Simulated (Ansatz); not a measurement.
**C4H7F3: how energies converge with the basis set**

Aim: see how fast density functionals converge with the basis set for C4H7F3.

Method: one geometry, several basis sets; program: Ansatz 0.2.0, Gaussian basis.

Levels to be run: PBE0-D4/def2-SVP; ωB97M-V/def2-SVP; PBE0-D4/def2-QZVPP; ωB97M-V/def2-QZVPP; the functionals' def2-TZVPP values are taken from earlier runs.

## (1) Structure used throughout

All runs share one geometry, relaxed beforehand with PBE0-D4 in a triple-zeta def2 set.

SMILES `CC(C)(F)C(F)F`, 14 atoms, charge 0, spin multiplicity 1.

Atoms are counted from 1 here; the program's logs count them from 0.

Bond lengths: C1–C2 1.510 Å, C1–H8 1.091 Å, C1–H9 1.090 Å, C1–H10 1.091 Å, C2–C3 1.511 Å, C2–F4 1.395 Å, C2–C5 1.526 Å, C3–H11 1.092 Å, C3–H12 1.091 Å, C3–H13 1.090 Å, C5–F6 1.351 Å, C5–F7 1.358 Å, C5–H14 1.095 Å. Angles: C2–C1–H8 109.5°, C2–C1–H9 110.5°, C2–C1–H10 110.3°, H8–C1–H9 109.0°, H8–C1–H10 108.7°, H9–C1–H10 108.8°, C1–C2–C3 113.4°, C1–C2–F4 108.4°, C1–C2–C5 111.9°, C3–C2–F4 107.8°, C3–C2–C5 110.3°, F4–C2–C5 104.5°, C2–C3–H11 110.8°, C2–C3–H12 109.3°, C2–C3–H13 110.7°, H11–C3–H12 108.4°, H11–C3–H13 108.8°, H12–C3–H13 108.8° and more.

Geometry (Å):

```
C    -0.2497    0.5951    1.3076
C    -0.2948   -0.2173    0.0361
C     0.8518   -1.1929   -0.0942
F    -1.4819   -0.9503    0.0235
C    -0.3794    0.6682   -1.2038
F    -1.3825    1.5659   -1.0899
F     0.7763    1.3657   -1.3487
H    -0.2138   -0.0762    2.1665
H    -1.1337    1.2271    1.3873
H     0.6383    1.2290    1.3205
H     0.7663   -1.7694   -1.0178
H     0.8329   -1.8856    0.7481
H     1.8065   -0.6664   -0.0959
H    -0.5494    0.0781   -2.1104
```

## (2) PBE0-D4 in def2-SVP

The input, in.yaml:

```yaml
crystal:
  periodic: [false, false, false]
  atoms:
    - {symbol: C, position_ang: [-0.249667, 0.595128, 1.307579]}
    - {symbol: C, position_ang: [-0.294794, -0.217276, 0.036104]}
    - {symbol: C, position_ang: [0.851759, -1.192890, -0.094238]}
    - {symbol: F, position_ang: [-1.481854, -0.950330, 0.023476]}
    - {symbol: C, position_ang: [-0.379377, 0.668173, -1.203833]}
    - {symbol: F, position_ang: [-1.382477, 1.565874, -1.089907]}
    - {symbol: F, position_ang: [0.776268, 1.365727, -1.348685]}
    - {symbol: H, position_ang: [-0.213791, -0.076193, 2.166540]}
    - {symbol: H, position_ang: [-1.133673, 1.227060, 1.387347]}
    - {symbol: H, position_ang: [0.638282, 1.228955, 1.320536]}
    - {symbol: H, position_ang: [0.766316, -1.769385, -1.017756]}
    - {symbol: H, position_ang: [0.832853, -1.885625, 0.748084]}
    - {symbol: H, position_ang: [1.806545, -0.666412, -0.095948]}
    - {symbol: H, position_ang: [-0.549392, 0.078095, -2.110397]}
basis:
  gaussian: {orbitals: def2-SVP}
hamiltonian: {xc: pbe0, dispersion: d4}
output: {orbitals: {seedname: orbitals}}
```

Command:

```console
> ansatz run in.yaml --threads 4 --pin off --events-out ev --progress --plain --max-ram 11315MiB
```

After this run come: ωB97M-V in def2-SVP; PBE0-D4 in def2-QZVPP; ωB97M-V in def2-QZVPP.

**Question.** What will the summary of the whole plan be? Wanted: PBE0-D4: double and triple zeta above quadruple; ωB97M-V: double and triple zeta above quadruple.

The runs gave:

| quantity | value |
| --- | --- |
| PBE0-D4: double and triple zeta above quadruple | 15.25, 0.64 eV |
| ωB97M-V: double and triple zeta above quadruple | 15.69, 0.62 eV |

What this shows: PBE0-D4 gains 14.60 eV from double to triple zeta, then 0.64 eV more. These are total energies; as a rule much of such shifts cancels in differences, which this series doesn't test. The LUMO of ωB97M-V is positive and keeps falling with the basis (3.49 to 1.83 eV): an unbound level that the basis holds in place.
